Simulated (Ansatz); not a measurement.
# Ta: the cost of one run

Program: Ansatz 0.2.0. Level of theory: DFT PBEsol, scalar-relativistic, plane waves, PAW. These are calculated values, not measurements.

## 1. The structure to begin with

The structure is cubic, space group Im-3m (No. 229). Conventional cell: a = 3.303 Å, b = 3.303 Å, c = 3.303 Å, α = 90.00°, β = 90.00°, γ = 90.00°. Ta (site symmetry m-3m) has 8 Ta at 2.86 Å in its first shell of neighbours.

As a file:

```xyz
4
Lattice="-1.6513 1.6513 -1.6513 -1.6513 -1.6513 1.6513 0.0000 6.6051 6.6051" Properties=species:S:1:pos:R:3 pbc="T T T"
Ta    0.0000    0.0000    0.0000
Ta   -1.6513    1.6513    1.6513
Ta    0.0000    3.3026    3.3026
Ta   -1.6513    4.9538    4.9538
```

No relaxation comes first: the listed cell is the starting point.

## 2. The reference: the undisturbed cell on the scan's mesh

File input.yaml:

```yaml
crystal:
  lattice:
    - [-1.65128, 1.65128, -1.65128]
    - [-1.65128, -1.65128, 1.65128]
    - [0.0, 6.60512, 6.60512]
  atoms:
    - { symbol: Ta, position: [0.0, 0.0, 0.0] }
    - { symbol: Ta, position: [0.5, 0.5, 0.25] }
    - { symbol: Ta, position: [0.0, 0.0, 0.5] }
    - { symbol: Ta, position: [0.5, 0.5, 0.75] }
basis:
  ecutwfc: 420
kpoints:
  mp_grid: { grid: [17, 17, 5] }
hamiltonian:
  xc: pbesol
scf:
  occupations: { method: gaussian, width: 0.15 }
output:
  forces: true
  stress: true
  eigenvalues: true
  write_density: true
  write_potential: true
  elf: true
  volumetric_format: npy
```

Run with:

```console
$ ansatz run input.yaml --threads 2 --pin off --max-ram 5120MiB --backend cpu --events-out ev --progress --plain --runs-dir out
```

What time and memory should one allow on 2 threads of Intel Xeon Platinum 8259CL at 2.50GHz (Skylake/Cascade Lake), shared host?

About 18 s, with a peak of 0.66 GiB.
